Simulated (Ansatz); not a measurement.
Working through a point defect in a supercell of Li3In, space group Fm-3m

Computed with the Python package of Ansatz (0.2.0).

At the Python prompt:
```pycon
>>> import warnings
>>> import ansatz
>>> import numpy as np
>>> FUNCTIONAL = "lda"
>>> warnings.simplefilter("ignore", ansatz.DeckWarning)
>>> li3in = (
...     ansatz.Lattice.of((0.0, 3.293469, 3.293469), (3.293469, 0.0, 3.293469), (3.293469, 3.293469, 0.0))
...     .atom("Li", (0.25, 0.25, 0.25))
...     .atom("Li", (0.75, 0.75, 0.75))
...     .atom("Li", (0.5, 0.5, 0.5))
...     .atom("In", (0.0, 0.0, 0.0))
... )
>>> host = li3in.supercell(2, 2, 1)
>>> defective = host.interstitial("H", at=(0.125, 0.375, 0.625))
>>> def with_settings(structure):
...     return (
...         structure.calculation()
...         .functional(FUNCTIONAL)
...         .kpoints(3, center="gamma")
...         .occupations(ansatz.OccupationsMethod.FERMI_DIRAC)
...         .band_table()
...     )
...
>>> perfect = with_settings(host).run().report
>>> job = with_settings(defective).forces()
>>> result = job.run()
>>> report = result.report
>>> report["n_kpoints"], report["n_symmetry_ops"], report["n_pw"]
(14, 1, 5607)
>>> report["n_iterations"], report["closed_by"]
(7, 'deck_thresholds')
>>> n_host, n_defect = len(perfect["lattice"]["sites"]), len(report["lattice"]["sites"])
>>> print(f"perfect cell: {n_host} atoms, F = {perfect['free_energy_ev']:.4f} eV")
perfect cell: 16 atoms, F = -24253.2194 eV
>>> print(f"defect cell:  {n_defect} atoms, F = {report['free_energy_ev']:.4f} eV")
defect cell:  17 atoms, F = -24268.8503 eV
>>> # chemical potentials are still to be added to this difference
>>> print(f"difference {report['free_energy_ev'] - perfect['free_energy_ev']:.4f} eV (no chemical potentials)")
difference -15.6309 eV (no chemical potentials)
>>> for label, run in (("perfect", perfect), ("defect", report)):
...     levels, filled = np.array(run["eigenvalues_ev"][0]), np.array(run["occupations"][0])
...     top = int(np.argmin(np.abs(levels - run["fermi_energy_ev"])))
...     window = slice(max(top - 3, 0), top + 4)
...     print(label, "levels near E_F at the first k-point:", ", ".join(f"{e - run['fermi_energy_ev']:.2f} ({f:.2f})" for e, f in zip(levels[window], filled[window])))
...
perfect levels near E_F at the first k-point: -2.68 (2.00), -2.12 (2.00), -0.79 (2.00), -0.79 (2.00), 1.32 (0.00), 1.32 (0.00), 1.32 (0.00)
defect levels near E_F at the first k-point: -2.38 (2.00), -1.19 (2.00), -0.83 (2.00), 0.07 (0.65), 1.21 (0.00), 1.29 (0.00), 1.33 (0.00)
```

What to keep in mind:
- Absolute energies stand on the zero of these potentials, so only differences at equal settings mean something. A total without «per atom» is that of the whole cell that was run.
- The computed bands are complete only to about 4.9 eV above the Fermi level.
- The mesh is modest for a metal, so energies can be off by several to tens of meV an atom and pressures by half a GPa or more; differences at equal mesh fare better.
- The atoms stand at ideal sites; relaxing them can change energy and levels by an eV or more.
- The difference holds no chemical potentials.
- Errors of mesh and smearing per atom add up over the supercell, so the energy can be off by tenths of an eV.
- Each cell's levels count from its own Fermi level and aren't aligned; one k-point can hide that the defect cell is metallic.
- The structure comes from a database of computed cells and needn't be a stable or known phase.
- Gaps and levels are Kohn-Sham values on a finite set of k-points, without spin-orbit coupling.
- The supercell is small, so the defect meets its images and the energies aren't those of an isolated defect; a partly filled defect level may also lower its energy by spin or distortion. For a charged cell the difference holds no correction, alignment or term for the electrons' reservoir.
- Finished in 29 s on 1 thread of Arm Neoverse V2, with other jobs on the host, peak memory 0.58 GiB.
